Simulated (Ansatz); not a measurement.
Task: a comparison of dispersion corrections of BFH5NOSi2, SMILES N[SiH](F)[SiH]1BO1, with Ansatz 0.2.0, Python API. Give the script and its output. Level of theory (for the species named): revPBE, def2-SVP basis, multiplicity 1, D3BJ dispersion.

Input file `bfh5nosi2.xyz`:
```text
11

N    -1.42840   -0.46400   -1.17060
Si    0.27400   -0.10450   -1.33140
F     0.48620    1.34160   -2.18480
Si    1.25930    0.07530    0.70050
B    -0.09510    0.15650    2.21000
O     0.45310    1.34280    1.52090
H    -1.55300   -1.28060   -0.60020
H    -1.84190    0.38400   -0.63200
H     0.91960   -1.19010   -2.01830
H     2.64250    0.13530    0.92720
H    -1.05100   -0.45330    2.59930
```

Script `bfh5nosi2_disp.py`:
```python
import ansatz as az


def main() -> None:
    system = az.Crystal.molecule_from_extxyz("bfh5nosi2.xyz")

    job = system.calculation().basis(gaussian="def2-SVP")
    for name in ["revpbe", "pbe"]:
        for correction in ("d3bj", "d4"):
            data = job.functional(name, dispersion=correction).run(threads=1, pin="off").report
            print(f"{name:8s} {correction:5s} total {data['free_energy_ev']:.5f} eV, of which dispersion {1000 * data['dispersion']['energy']['ev']:.2f} meV")


if __name__ == "__main__":
    main()
```

```console
$ python bfh5nosi2_disp.py
revpbe   d3bj  total -22752.69678 eV, of which dispersion -626.44 meV
revpbe   d4    total -22752.82109 eV, of which dispersion -750.75 meV
pbe      d3bj  total -22742.08185 eV, of which dispersion -263.38 meV
pbe      d4    total -22742.09316 eV, of which dispersion -274.70 meV
```

Total energies depend on the basis set; only differences at equal settings carry meaning. The geometry is a force-field or estimated start, not a minimum of this method, and the basis set is short of its limit. D4 holds the three-body term, and d3bj doesn't. The whole script took 15 s on 1 thread of Arm Neoverse V1, with other jobs on the host, peak memory 0.21 GiB.

(Lines on the test bed's own set-up are left out of the output.)
